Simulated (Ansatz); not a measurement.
# InH2+ (triplet): wave-function methods side by side, def2-TZVPP

An exercise on one series of results from a longer session: the logs are not shown, and one member is left open.

Computed with Ansatz 0.2.0, Gaussian basis. Level: def2-TZVPP, core rule «outside noble gas», up to 9 orbitals frozen.

Plan: UHF; CCSD(T) on ROHF; CCSD(T) on UHF; BCCD(T) on ROHF; CCSDT(Q) on ROHF; CCSDT(Q) on UHF; CASSCF and MRCISD+Q, 4 electrons in 6 orbitals; CASSCF and NEVPT2, 4 electrons in 6 orbitals; Full CI.

9 further runs of the same task are left out: 2 for a known fault of the program, 2 that didn't finish, 5 set aside as unsound or not needed.

## What is computed

The geometry is a PBE0/def2-TZVP stationary point (not a proven minimum). No spin-orbit coupling is included. Elements past krypton take def2 core potentials.

3 atoms, charge 1, spin multiplicity 3.

Atoms are counted from 1 here; the program's logs count them from 0.

Bond lengths: In1–H2 1.966 Å, In1–H3 1.966 Å. Angles: H2–In1–H3 71.1°.

The first run:

in.yaml

```yaml
crystal:
  periodic: [false, false, false]
  atoms:
    - {symbol: In, position_ang: [0.000000, 0.000000, -0.027604]}
    - {symbol: H, position_ang: [0.000000, 1.143293, 1.572214]}
    - {symbol: H, position_ang: [0.000000, -1.143293, 1.572214]}
basis:
  gaussian: {orbitals: def2-TZVPP}
total_charge: 1
magnetization: {spin_polarized: true, initial_magnetization: 2}
hamiltonian: {xc: hf}
output: {orbitals: {seedname: orbitals}}
```

On the command line:

```
$ ansatz run in.yaml --threads 1 --pin off --events-out ev --progress --plain --max-ram 2393MiB
```

Among the steps run: UHF; CCSD(T) on ROHF; CCSD(T) on UHF; BCCD(T) on ROHF; CCSDT(Q) on ROHF; CCSDT(Q) on UHF; CASSCF and MRCISD+Q, 4 electrons in 6 orbitals; CASSCF and NEVPT2, 4 electrons in 6 orbitals; Full CI.

One of the session's tables, all rows but one given; the rest of the session is left out.

```
          method  from FCI (meV)
            ROHF         +1786.6
             UHF         +1337.0
            RMP2          +431.1
            UMP2          +434.2
           RCCSD           +37.4
           UCCSD            +7.5
        RCCSD(T)            +8.6
        UCCSD(T)           -15.0
         BCCD(T)            +9.3
          RCCSDT            -0.8
          UCCSDT           -24.3
       RCCSDT(Q)            -1.1
       UCCSDT(Q)           -24.5
  CASSCF valence          +602.7
  NEVPT2 valence               ?
  MRCISD valence           +12.4
MRCISD+Q valence            +3.1
             FCI               0
```

Estimate the missing values for NEVPT2 valence.

As computed: from FCI (meV): +162.8. In the column «from FCI (meV)» it lies between RCCSD (+37.4) and RMP2 (+431.1).

Caveats from the session: UCCSD(T), UCCSDT, UCCSDT(Q) fall below full CI: unrestricted runs freeze a spin-polarised core, another one than full CI's, and coupled cluster isn't variational. Levels on UHF freeze UHF's core orbitals, full CI those of ROHF, so the U rows can settle a little off it for that reason alone. Restricted and unrestricted rows rest on different reference determinants; where their highest levels disagree by more than a few hundredths of an eV, they describe different states and don't form one ladder.
